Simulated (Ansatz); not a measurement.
# FGaH₂O: vertical ionisation energy

The task here is to estimate one member of a computed series from the others.

Program: Ansatz 0.2.0, Gaussian basis. Level of theory: unrestricted cation, the program's frozen cores in correlated methods. These are calculated values, not measurements.

Levels to be run: UKS PBE-D4/def2-TZVPP; UKS r2SCAN-D4/def2-TZVPP; UKS PBE0-D4/def2-TZVPP; UKS B3LYP-D4/def2-TZVPP; UKS wB97X-V/def2-TZVPP; UKS wB97M-V/def2-TZVPP; UKS B2PLYP/def2-TZVPP; UHF-CCSD(T)/def2-TZVPP; UHF-MP2/def2-QZVPP; extrapolation to the limit; then −ε(HOMO) from the neutral's earlier runs with LDA (SPW92), PBE-D4, revPBE-D4, BLYP-D4, r2SCAN-D4, B97M-V, PBE0-D4, B3LYP-D4, r2SCANh-D4, r2SCAN0-D4, HSE06-D4, BHLYP-D4, CAM-B3LYP-D4, LC-ωPBE, ωB97X-V, ωB97M-V.

### The geometry

An earlier PBE0-D4 in a triple-zeta def2 set relaxation fixed the geometry.

SMILES `[OH][GaH][F]`, 5 atoms, charge 0, spin multiplicity 1.

Atoms are counted from 1 here; the program's logs count them from 0.

Bond lengths: O1–Ga2 1.771 Å, O1–H4 0.959 Å, Ga2–F3 1.746 Å, Ga2–H5 1.545 Å. Angles: Ga2–O1–H4 114.5°, O1–Ga2–F3 111.1°, O1–Ga2–H5 128.8°, F3–Ga2–H5 120.0°.

Set-up of the first run:

File in.yaml:

```yaml
crystal:
  periodic: [false, false, false]
  atoms:
    - {symbol: O, position_ang: [-1.130375, -0.588679, -0.283753]}
    - {symbol: Ga, position_ang: [0.383693, 0.280486, 0.015583]}
    - {symbol: F, position_ang: [0.438293, 1.777785, -0.881224]}
    - {symbol: H, position_ang: [-1.210644, -1.420674, 0.187229]}
    - {symbol: H, position_ang: [1.569033, -0.122618, 0.920864]}
basis:
  gaussian: {orbitals: def2-TZVPP}
total_charge: 1
magnetization: {spin_polarized: true, initial_magnetization: 1}
hamiltonian: {xc: pbe, dispersion: d4}
```

Among the steps run: Cation, UKS PBE-D4/def2-TZVPP; Cation, UKS r2SCAN-D4/def2-TZVPP; Cation, UKS PBE0-D4/def2-TZVPP; Cation, UKS B3LYP-D4/def2-TZVPP; Cation, UKS wB97X-V/def2-TZVPP; Cation, UKS wB97M-V/def2-TZVPP; Cation, UKS B2PLYP (frozen core)/def2-TZVPP; Cation, UHF-CCSD(T)/def2-TZVPP; Cation, UHF-MP2/def2-QZVPP.

One of the session's tables, all rows but one given; the rest of the session is left out.

For comparison, −ε(HOMO) of the neutral from earlier runs:

| functional | −ε(HOMO) (eV) |
| --- | --- |
| LDA (SPW92) | 7.92 |
| PBE-D4 | 7.69 |
| revPBE-D4 | 7.60 |
| BLYP-D4 | 7.60 |
| r2SCAN-D4 | 8.06 |
| B97M-V | 8.13 |
| PBE0-D4 | 9.37 |
| B3LYP-D4 | 9.10 |
| r2SCANh-D4 | 8.69 |
| r2SCAN0-D4 | 9.64 |
| HSE06-D4 | 8.96 |
| BHLYP-D4 | 10.88 |
| CAM-B3LYP-D4 | 10.85 |
| LC-ωPBE | 12.18 |
| ωB97X-V | 11.83 |
| ωB97M-V | ? |

**Question.** Estimate the row for ωB97M-V.

The run gave: −ε(HOMO) (eV): 11.72. In the column «−ε(HOMO) (eV)» it lies between BHLYP-D4 (10.88) and ωB97X-V (11.83).
